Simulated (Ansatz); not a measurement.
**CH3BBrFO: two geometries relaxed**

Are the two ends of the shift of H8 from C2 to B3 separate minima, and which lies lower? Each is relaxed from a guess. SMILES of the start: OCB(F)Br.

Program: Ansatz 0.2.0. Level of theory: RKS PBE0-D4/def2-SVP. These are calculated values, not measurements.

**1. The structure to begin with**

Bond lengths: O1–C2 1.355 Å, C2–B3 1.599 Å, B3–F4 1.396 Å, B3–Br5 2.016 Å, O1–H6 1.046 Å, C2–H7 1.136 Å, C2–H8 1.073 Å. Angles: O1–C2–B3 111.1°, O1–C2–H7 106.9°, O1–C2–H8 112.7°, B3–C2–H7 109.0°, B3–C2–H8 108.9°, H7–C2–H8 108.2°, C2–O1–H6 107.5°, C2–B3–F4 122.7°, C2–B3–Br5 119.5°, F4–B3–Br5 117.4°.

Structure file:

```xyz
8

O    -0.5755    0.5482    1.2581
C     0.0011   -0.4243    0.5116
B     0.3474    0.1052   -0.9564
F    -0.0805   -0.5463   -2.1143
Br    1.6217    1.6517   -1.1788
H    -1.5749    0.6242    0.9576
H     0.9652   -0.7154    1.0376
H    -0.6123   -1.3006    0.4288
```

**2. Relaxing end A**

The input, input.yaml:

```yaml
crystal:
  periodic: [false, false, false]
  atoms:
    - { symbol: O, position_ang: [-0.5755, 0.5482, 1.2581] }
    - { symbol: C, position_ang: [0.0011, -0.4243, 0.5116] }
    - { symbol: B, position_ang: [0.3474, 0.1052, -0.9564] }
    - { symbol: F, position_ang: [-0.0805, -0.5463, -2.1143] }
    - { symbol: Br, position_ang: [1.6217, 1.6517, -1.1788] }
    - { symbol: H, position_ang: [-1.5749, 0.6242, 0.9576] }
    - { symbol: H, position_ang: [0.9652, -0.7154, 1.0376] }
    - { symbol: H, position_ang: [-0.6123, -1.3006, 0.4288] }
basis:
  gaussian: { orbitals: def2-SVP }
hamiltonian:
  xc: pbe0
  dispersion: d4
relax:
  f_tol: 0.02
  max_steps: 50
```

Started as:

```
ansatz run input.yaml --threads 2 --pin off --max-ram 3072MiB --backend cpu --events-out ev --progress --plain --runs-dir out
```

The program printed (excerpt; [...] marks lines left out):

```text
Warning: RAYON_NUM_THREADS=2 ignored (pool sized by the plan → 2); use --threads N
[...]
Functional definition: PBE0
[...]
1105 factors; integrals over basis functions are off by at most 2.9e-4 eV
[...]
mean field -76545.60779817 eV, -2812.9992021064 hartree, gradient 5.2e-5 eV, S^2 0.000000; 0 other end points of the search recorded, 0 dependent functions left out
[...]
reference -76545.60782121 eV, -2812.9992029532 hartree; 33, 33 occupied and 70, 70 virtual orbitals, 1105 factors
relax step   1: F+E_penalty+E_count = -76545.73932056 eV  Δ(F+E_penalty+E_count) = +0.000e0 eV  max|allowed force component| = 4.365e0 eV/Å  Δτ_max = 0.0000 Å  (27 SCF iters, accepted)
[...]
relax step   4: F+E_penalty+E_count = -76546.27192437 eV  Δ(F+E_penalty+E_count) = -4.743e-2 eV  max|allowed force component| = 4.336e-1 eV/Å  Δτ_max = 0.1140 Å  (29 SCF iters, accepted)
[...]
relax step   7: F+E_penalty+E_count = -76546.34538651 eV  Δ(F+E_penalty+E_count) = -1.721e-2 eV  max|allowed force component| = 6.458e-1 eV/Å  Δτ_max = 0.1952 Å  (29 SCF iters, accepted)
[...]
relax step  10: F+E_penalty+E_count = -76546.41557416 eV  Δ(F+E_penalty+E_count) = -4.151e-3 eV  max|allowed force component| = 7.114e-1 eV/Å  Δτ_max = 0.1996 Å  (29 SCF iters, accepted)
[...]
relax step  11: F+E_penalty+E_count = -76546.43129567 eV  Δ(F+E_penalty+E_count) = -1.572e-2 eV  max|allowed force component| = 6.388e-1 eV/Å  Δτ_max = 0.1327 Å  (27 SCF iters, accepted)
[...]
relax step  12: F+E_penalty+E_count = -76546.44289646 eV  Δ(F+E_penalty+E_count) = -1.160e-2 eV  max|allowed force component| = 7.126e-1 eV/Å  Δτ_max = 0.0849 Å  (30 SCF iters, accepted)
```

**3. The output, continued: end point A relaxed**

The log, continued (excerpt; [...] marks lines left out):

```text
[...]
1105 factors; integrals over basis functions are off by at most 2.7e-4 eV
[...]
mean field -76546.32280607 eV, -2813.0254781619 hartree, gradient 7.7e-6 eV, S^2 0.000000; 0 other end points of the search recorded, 0 dependent functions left out
[...]
reference -76546.32282813 eV, -2813.0254789727 hartree; 33, 33 occupied and 70, 70 virtual orbitals, 1105 factors
relax step  13: F+E_penalty+E_count = -76546.45725659 eV  Δ(F+E_penalty+E_count) = -1.436e-2 eV  max|allowed force component| = 1.419e-1 eV/Å  Δτ_max = 0.0273 Å  (31 SCF iters, accepted)
[...]
relax step  19: F+E_penalty+E_count = -76546.46297243 eV  Δ(F+E_penalty+E_count) = +6.435e-5 eV  max|allowed force component| = 4.038e-2 eV/Å  Δτ_max = 0.0177 Å  (31 SCF iters, rejected (line search))
[...]
reference -76546.32854172 eV, -2813.0256889431 hartree; 33, 33 occupied and 70, 70 virtual orbitals, 1105 factors
Total energy: -76546.46321935 eV, -2813.0306382546 hartree
Atom 0 at    -0.464099     0.416167     1.447564 Å, force    -0.002436     0.003715    -0.004766 eV/Å
Atom 1 at    -0.138303    -0.506822     0.453304 Å, force     0.002198     0.000575     0.004517 eV/Å
Atom 2 at     0.444912     0.032736    -0.894748 Å, force    -0.001350    -0.003593     0.005083 eV/Å
Atom 3 at     0.924853    -0.790416    -1.801326 Å, force    -0.000213     0.001931    -0.001323 eV/Å
Atom 4 at     0.413503     1.910654    -1.302794 Å, force    -0.001203     0.002359    -0.001036 eV/Å
Atom 5 at    -0.677378     1.255316     1.022214 Å, force     0.005023    -0.003140     0.000601 eV/Å
Atom 6 at     0.596003    -1.230281     0.857636 Å, force     0.000331     0.000585     0.000485 eV/Å
Atom 7 at    -1.007292    -1.144653     0.162351 Å, force    -0.002351    -0.002434    -0.003562 eV/Å
Dipole moment:    -0.063854    -0.042507    -0.127405 e Å
```

Wall time 42 s (2 threads of INTEL XEON PLATINUM 8581C at 2.10GHz (Emerald Rapids), shared host); peak memory 0.26 GiB.

The steps of the relaxation:

| step | energy from step 1 (eV) | largest force component (eV/Å) |
| --- | --- | --- |
| 1 | 0.0000 | 4.3649 |
| 2 | -0.3869 | 1.4590 |
| 3 | -0.4852 | 1.4427 |
| 4 | -0.5326 | 0.4336 |
| 5 | -0.5519 | 0.1420 |
| 6 | -0.5889 | 0.3212 |
| 7 | -0.6061 | 0.6458 |
| 8 | -0.6632 | 0.2655 |
| 9 | -0.6721 | 0.2204 |
| 10 | -0.6763 | 0.7114 |
| 11 | -0.6920 | 0.6388 |
| 12 | -0.7036 | 0.7126 |
| 13 | -0.7179 | 0.1419 |
| 14 | -0.7205 | 0.0483 |
| 15 | -0.7222 | 0.2631 |
| 16 | -0.7232 | 0.0955 |
| 17x | -0.7231 | 0.1120 |
| 18 | -0.7237 | 0.0415 |
| 19x | -0.7237 | 0.0404 |
| 20 | -0.7239 | 0.0051 |

Step 1 is the start. 2 steps were tried and not accepted (marked x).

After: Bond lengths: O1–C2 1.395 Å, C2–B3 1.565 Å, B3–F4 1.315 Å, B3–Br5 1.922 Å, O1–H6 0.965 Å, C2–H7 1.107 Å, C2–H8 1.117 Å. Angles: O1–C2–B3 118.2°, O1–C2–H7 109.1°, O1–C2–H8 112.4°, B3–C2–H7 107.0°, B3–C2–H8 105.2°, H7–C2–H8 103.8°, C2–O1–H6 108.2°, C2–B3–F4 120.9°, C2–B3–Br5 120.9°, F4–B3–Br5 118.1°.

**4. Relaxing end B**

The second end starts from a geometry with the move made by hand.

Changes to input.yaml since step 2:

```diff
@@ -10,3 +10,3 @@
     - { symbol: H, position_ang: [0.9652, -0.7154, 1.0376] }
-    - { symbol: H, position_ang: [-0.6123, -1.3006, 0.4288] }
+    - { symbol: H, position_ang: [-0.72585, 0.0576, -0.49296] }
 basis:
```

Started as:

```
ansatz run input.yaml --threads 2 --pin off --max-ram 3072MiB --backend cpu --events-out ev --progress --plain --runs-dir out
```

The program printed (excerpt; [...] marks lines left out):

```text
Warning: RAYON_NUM_THREADS=2 ignored (pool sized by the plan → 2); use --threads N
[...]
[... 1 set-up line as earlier in the session ...]
[...]
1101 factors; integrals over basis functions are off by at most 4.2e-4 eV
[...]
mean field -76539.93609311 eV, -2812.7907707898 hartree, gradient 7.6e-5 eV, S^2 0.000000; 0 other end points of the search recorded, 0 dependent functions left out
[...]
reference -76539.93611507 eV, -2812.7907715969 hartree; 33, 33 occupied and 70, 70 virtual orbitals, 1101 factors
relax step   1: F+E_penalty+E_count = -76540.06990638 eV  Δ(F+E_penalty+E_count) = +0.000e0 eV  max|allowed force component| = 4.519e0 eV/Å  Δτ_max = 0.0000 Å  (31 SCF iters, accepted)
[...]
relax step   7: F+E_penalty+E_count = -76546.25656775 eV  Δ(F+E_penalty+E_count) = -1.246e-1 eV  max|allowed force component| = 6.681e-1 eV/Å  Δτ_max = 0.1526 Å  (29 SCF iters, accepted)
[...]
relax step  13: F+E_penalty+E_count = -76546.33702199 eV  Δ(F+E_penalty+E_count) = +7.305e-4 eV  max|allowed force component| = 2.447e-1 eV/Å  Δτ_max = 0.0675 Å  (29 SCF iters, rejected (line search))
[...]
relax step  19: F+E_penalty+E_count = -76546.39989479 eV  Δ(F+E_penalty+E_count) = -2.351e-2 eV  max|allowed force component| = 2.967e-1 eV/Å  Δτ_max = 0.1125 Å  (29 SCF iters, accepted)
[...]
relax step  24: F+E_penalty+E_count = -76546.45368668 eV  Δ(F+E_penalty+E_count) = +3.689e-4 eV  max|allowed force component| = 3.868e-1 eV/Å  Δτ_max = 0.0152 Å  (31 SCF iters, rejected (line search))
relax step  25: F+E_penalty+E_count = -76546.45740067 eV  Δ(F+E_penalty+E_count) = -3.345e-3 eV  max|allowed force component| = 5.855e-2 eV/Å  Δτ_max = 0.0073 Å  (32 SCF iters, accepted)
[...]
```

**5. The output, continued: end point B relaxed**

Output, continued:

```text
relax step  26: F+E_penalty+E_count = -76546.46045540 eV  Δ(F+E_penalty+E_count) = -3.055e-3 eV  max|allowed force component| = 2.515e-1 eV/Å  Δτ_max = 0.0783 Å  (30 SCF iters, accepted)
these checks for a lower state are left out or cut short: starts, cluster_reference, orbital_swaps, neighbouring_geometries, increment
1101 factors; integrals over basis functions are off by at most 6.5e-4 eV
mean field -76546.32704994 eV, -2813.0256341214 hartree, gradient 8.1e-6 eV, S^2 0.000000; 0 other end points of the search recorded, 0 dependent functions left out
the calculation of the forces begins
reference -76546.32707163 eV, -2813.0256349182 hartree; 33, 33 occupied and 70, 70 virtual orbitals, 1101 factors
relax step  27: F+E_penalty+E_count = -76546.46177011 eV  Δ(F+E_penalty+E_count) = -1.315e-3 eV  max|allowed force component| = 1.467e-1 eV/Å  Δτ_max = 0.0373 Å  (31 SCF iters, accepted)
these checks for a lower state are left out or cut short: starts, cluster_reference, orbital_swaps, neighbouring_geometries, increment
1101 factors; integrals over basis functions are off by at most 6.4e-4 eV
mean field -76546.32779911 eV, -2813.0256616526 hartree, gradient 8.1e-6 eV, S^2 0.000000; 0 other end points of the search recorded, 0 dependent functions left out
the calculation of the forces begins
reference -76546.32782076 eV, -2813.0256624483 hartree; 33, 33 occupied and 70, 70 virtual orbitals, 1101 factors
relax step  28: F+E_penalty+E_count = -76546.46251871 eV  Δ(F+E_penalty+E_count) = -7.486e-4 eV  max|allowed force component| = 3.739e-2 eV/Å  Δτ_max = 0.0240 Å  (31 SCF iters, accepted)
these checks for a lower state are left out or cut short: starts, cluster_reference, orbital_swaps, neighbouring_geometries, increment
1101 factors; integrals over basis functions are off by at most 6.4e-4 eV
mean field -76546.32734971 eV, -2813.0256451375 hartree, gradient 8.0e-6 eV, S^2 0.000000; 0 other end points of the search recorded, 0 dependent functions left out
the calculation of the forces begins
reference -76546.32737138 eV, -2813.0256459341 hartree; 33, 33 occupied and 70, 70 virtual orbitals, 1101 factors
relax step  29: F+E_penalty+E_count = -76546.46195316 eV  Δ(F+E_penalty+E_count) = +5.655e-4 eV  max|allowed force component| = 1.699e-1 eV/Å  Δτ_max = 0.0135 Å  (31 SCF iters, rejected (line search))
these checks for a lower state are left out or cut short: starts, cluster_reference, orbital_swaps, neighbouring_geometries, increment
1101 factors; integrals over basis functions are off by at most 6.4e-4 eV
mean field -76546.32820318 eV, -2813.0256765021 hartree, gradient 8.0e-6 eV, S^2 0.000000; 0 other end points of the search recorded, 0 dependent functions left out
the calculation of the forces begins
reference -76546.32822483 eV, -2813.0256772978 hartree; 33, 33 occupied and 70, 70 virtual orbitals, 1101 factors
relax step  30: F+E_penalty+E_count = -76546.46289858 eV  Δ(F+E_penalty+E_count) = -3.799e-4 eV  max|allowed force component| = 2.062e-2 eV/Å  Δτ_max = 0.0062 Å  (31 SCF iters, accepted)
these checks for a lower state are left out or cut short: starts, cluster_reference, orbital_swaps, neighbouring_geometries, increment
1101 factors; integrals over basis functions are off by at most 6.4e-4 eV
mean field evaluation 224: about -76546.2852 eV, gradient 2.4e-2 eV
mean field -76546.32846112 eV, -2813.0256859813 hartree, gradient 8.1e-6 eV, S^2 0.000000; 0 other end points of the search recorded, 0 dependent functions left out
the calculation of the forces begins
reference -76546.32848289 eV, -2813.0256867811 hartree; 33, 33 occupied and 70, 70 virtual orbitals, 1101 factors
relax step  31: F+E_penalty+E_count = -76546.46312327 eV  Δ(F+E_penalty+E_count) = -2.247e-4 eV  max|allowed force component| = 4.566e-2 eV/Å  Δτ_max = 0.0323 Å  (30 SCF iters, accepted)
these checks for a lower state are left out or cut short: starts, cluster_reference, orbital_swaps, neighbouring_geometries, increment
1101 factors; integrals over basis functions are off by at most 6.4e-4 eV
mean field -76546.32855012 eV, -2813.0256892517 hartree, gradient 2.4e-5 eV, S^2 0.000000; 0 other end points of the search recorded, 0 dependent functions left out
the calculation of the forces begins
reference -76546.32857185 eV, -2813.0256900505 hartree; 33, 33 occupied and 70, 70 virtual orbitals, 1101 factors
relax step  32: F+E_penalty+E_count = -76546.46323907 eV  Δ(F+E_penalty+E_count) = -1.158e-4 eV  max|allowed force component| = 2.025e-2 eV/Å  Δτ_max = 0.0071 Å  (23 SCF iters, accepted)
these checks for a lower state are left out or cut short: starts, cluster_reference, orbital_swaps, neighbouring_geometries, increment
1101 factors; integrals over basis functions are off by at most 6.4e-4 eV
mean field -76546.32855659 eV, -2813.0256894897 hartree, gradient 6.8e-6 eV, S^2 0.000000; 0 other end points of the search recorded, 0 dependent functions left out
the calculation of the forces begins
reference -76546.32857833 eV, -2813.0256902886 hartree; 33, 33 occupied and 70, 70 virtual orbitals, 1101 factors
relax step  33: F+E_penalty+E_count = -76546.46325144 eV  Δ(F+E_penalty+E_count) = -1.237e-5 eV  max|allowed force component| = 5.180e-3 eV/Å  Δτ_max = 0.0015 Å  (24 SCF iters, accepted)
1101 factors; integrals over basis functions are off by at most 6.4e-4 eV
mean field evaluation 256: about -76546.3286 eV, gradient 1.0e-3 eV
mean field -76546.32855659 eV, -2813.0256894897 hartree, gradient 6.8e-6 eV, S^2 0.000000; 1 other end points of the search recorded, 0 dependent functions left out
the calculation of the forces begins
reference -76546.32857833 eV, -2813.0256902886 hartree; 33, 33 occupied and 70, 70 virtual orbitals, 1101 factors
Total energy: -76546.46327318 eV, -2813.0306402331 hartree
Atom 0 at    -0.531603     0.515552     1.333241 Å, force     0.000463     0.002508    -0.003321 eV/Å
Atom 1 at    -0.278405    -0.346388     0.265974 Å, force    -0.001027    -0.005180     0.003052 eV/Å
Atom 2 at     0.505310     0.213021    -0.967011 Å, force     0.000198    -0.000814    -0.001167 eV/Å
Atom 3 at     0.915317    -0.586016    -1.927783 Å, force    -0.000553     0.001335     0.000388 eV/Å
Atom 4 at     0.833329     2.097845    -1.155260 Å, force     0.000256     0.000406    -0.000258 eV/Å
Atom 5 at    -0.534757     1.419537     0.996471 Å, force     0.000110    -0.001809     0.001880 eV/Å
Atom 6 at     0.283162    -1.227125     0.634289 Å, force    -0.001570     0.002676    -0.000303 eV/Å
Atom 7 at    -1.213704    -0.785526    -0.157479 Å, force     0.002122     0.000878    -0.000271 eV/Å
Dipole moment:    -0.050272    -0.017239    -0.136307 e Å
```

It took 69 s on 2 threads of INTEL XEON PLATINUM 8581C at 2.10GHz (Emerald Rapids), shared host; peak memory 0.26 GiB.

Relaxation path, one in 2:

| step | energy from step 1 (eV) | largest force component (eV/Å) |
| --- | --- | --- |
| 1 | 0.0000 | 4.5186 |
| 3 | -3.7025 | 2.2329 |
| 5 | -5.7597 | 1.7855 |
| 7 | -6.1867 | 0.6681 |
| 9 | -6.2378 | 0.3249 |
| 11 | -6.2678 | 0.0958 |
| 13x | -6.2671 | 0.2447 |
| 15 | -6.2807 | 0.3779 |
| 17 | -6.2921 | 0.3738 |
| 19 | -6.3300 | 0.2967 |
| 21 | -6.3606 | 0.4842 |
| 23 | -6.3841 | 0.3589 |
| 25 | -6.3875 | 0.0586 |
| 27 | -6.3919 | 0.1467 |
| 29x | -6.3920 | 0.1699 |
| 31 | -6.3932 | 0.0457 |
| 33 | -6.3933 | 0.0052 |

Step 1 is the start. 6 steps were tried and not accepted (marked x).

After: Bond lengths: O1–C2 1.395 Å, C2–B3 1.564 Å, B3–F4 1.315 Å, B3–Br5 1.922 Å, O1–H6 0.965 Å, C2–H7 1.108 Å, C2–H8 1.117 Å. Angles: O1–C2–B3 118.2°, O1–C2–H7 109.2°, O1–C2–H8 112.4°, B3–C2–H7 107.0°, B3–C2–H8 105.2°, H7–C2–H8 103.8°, C2–O1–H6 108.2°, C2–B3–F4 121.0°, C2–B3–Br5 120.9°, F4–B3–Br5 118.1°.

Pairs that crossed the distance rule for bonds on the way: came closer C2–H8; moved apart B3–H8.

**6. Results**

```
                           quantity                     value
                              end A  17 moves, 0.724 eV lower
                              end B  26 moves, 6.393 eV lower
largest difference between the ends                    0.01 Å
            end B relative to end A                 -0.000 eV
```

**Reading.** Both starts fell into the same minimum (no atom differs by more than 0.01 Å), so from this start no second minimum was found and no band was run; another arrangement could still be one.
